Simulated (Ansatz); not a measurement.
# BH4OSSi radical: a ladder of functionals and wavefunction methods

The task here is to estimate one member of a computed series from the others.

Computed with Ansatz 0.2.0, Gaussian basis. Level: functionals in def2-TZVPP, the program's frozen cores in correlated methods.

Plan: LDA (SPW92), PBE-D4, revPBE-D4, BLYP-D4, r2SCAN-D4, B97M-V, PBE0-D4, B3LYP-D4, r2SCANh-D4, r2SCAN0-D4, HSE06-D4, BHLYP-D4, CAM-B3LYP-D4, LC-ωPBE, ωB97X-V, ωB97M-V, B2PLYP, PBE-QIDH; CCSD(T)/def2-SVP; CCSD(T)/def2-TZVPP; MP2/def2-QZVPP; extrapolation to the limit; RPA on PBE.

## Structure used throughout

All runs share one geometry, relaxed beforehand with PBE0-D4 in a triple-zeta def2 set.

SMILES `[SiH3]O[B]S`, 8 atoms, charge 0, spin multiplicity 2.

Atoms are counted from 1 here; the program's logs count them from 0.

Bond lengths: Si1–O2 1.664 Å, Si1–H5 1.479 Å, Si1–H6 1.482 Å, Si1–H7 1.482 Å, O2–B3 1.334 Å, B3–S4 1.796 Å, S4–H8 1.341 Å. Angles: O2–Si1–H5 106.1°, O2–Si1–H6 109.6°, O2–Si1–H7 109.5°, H5–Si1–H6 110.6°, H5–Si1–H7 110.6°, H6–Si1–H7 110.2°, Si1–O2–B3 130.9°, O2–B3–S4 123.3°, B3–S4–H8 95.3°.

As a file:

```
Si   -0.8967    1.2223    0.1973
O     0.3267    0.2295   -0.3383
B     0.6099   -1.0417   -0.0506
S     2.0004   -1.9278   -0.7627
H    -0.6693    2.5368   -0.4422
H    -0.8305    1.3410    1.6733
H    -2.2058    0.6617   -0.2139
H     1.7576   -3.0790   -0.1186
```

Set-up of the first run:

File in.yaml:

```yaml
crystal:
  periodic: [false, false, false]
  atoms:
    - {symbol: Si, position_ang: [-0.896738, 1.222310, 0.197275]}
    - {symbol: O, position_ang: [0.326668, 0.229484, -0.338290]}
    - {symbol: B, position_ang: [0.609863, -1.041714, -0.050558]}
    - {symbol: S, position_ang: [2.000371, -1.927780, -0.762738]}
    - {symbol: H, position_ang: [-0.669340, 2.536829, -0.442230]}
    - {symbol: H, position_ang: [-0.830505, 1.341040, 1.673296]}
    - {symbol: H, position_ang: [-2.205833, 0.661686, -0.213929]}
    - {symbol: H, position_ang: [1.757615, -3.078956, -0.118625]}
basis:
  gaussian: {orbitals: def2-TZVPP}
magnetization: {spin_polarized: true, initial_magnetization: 1}
hamiltonian: {xc: lda}
output: {orbitals: {seedname: orbitals}}
```

Among the steps run: LDA; PBE-D4 (GGA); revPBE-D4 (GGA); BLYP-D4 (GGA); r2SCAN-D4 (meta-GGA); B97M-V (meta-GGA); PBE0-D4 (hybrid); B3LYP-D4 (hybrid); r2SCANh-D4 (hybrid); r2SCAN0-D4 (hybrid); HSE06-D4 (hybrid); BHLYP-D4 (hybrid); CAM-B3LYP-D4 (range-separated); LC-ωPBE-D4 (range-separated; the results give it without D4); ωB97X-V (range-separated); ωB97M-V (range-separated); B2PLYP (double hybrid); PBE-QIDH (double hybrid).

One table of the session follows, with a row left open; its other results are not shown here.

It belongs to the step «Orbital energies across the functionals». 

| functional | HOMO (eV) | LUMO (eV) | gap (eV) |
| --- | --- | --- | --- |
| LDA (SPW92) | -4.37 | -2.94 | 1.43 |
| PBE-D4 | -4.38 | -2.44 | 1.94 |
| revPBE-D4 | -4.35 | -2.29 | 2.06 |
| BLYP-D4 | -4.20 | -2.52 | 1.68 |
| r2SCAN-D4 | -4.75 | -1.88 | 2.87 |
| B97M-V | -4.47 | -2.57 | 1.90 |
| PBE0-D4 | -5.63 | -1.47 | 4.16 |
| B3LYP-D4 | -5.35 | -1.93 | 3.41 |
| r2SCANh-D4 | -5.21 | -1.58 | 3.63 |
| r2SCAN0-D4 | ? | ? | ? |
| HSE06-D4 | -5.22 | -1.85 | 3.38 |
| BHLYP-D4 | -6.73 | -0.75 | 5.98 |
| CAM-B3LYP-D4 | -6.92 | -0.69 | 6.23 |
| LC-ωPBE | -8.38 | 0.79 | 9.16 |
| ωB97X-V | -7.84 | 0.20 | 8.04 |
| ωB97M-V | -7.47 | -0.04 | 7.44 |

**Question.** Estimate the row for r2SCAN0-D4.

Worked estimate for «HOMO (eV)». Against the share of exact exchange, r2SCAN-D4 (0, -4.75), r2SCANh-D4 (0.1, -5.21) give a slope of -4.60 per unit share; at 0.25 the line stands at -5.90.

As computed: HOMO (eV): -5.91; LUMO (eV): -1.15; gap (eV): 4.76. In «HOMO (eV)» the line misses by +0.01.
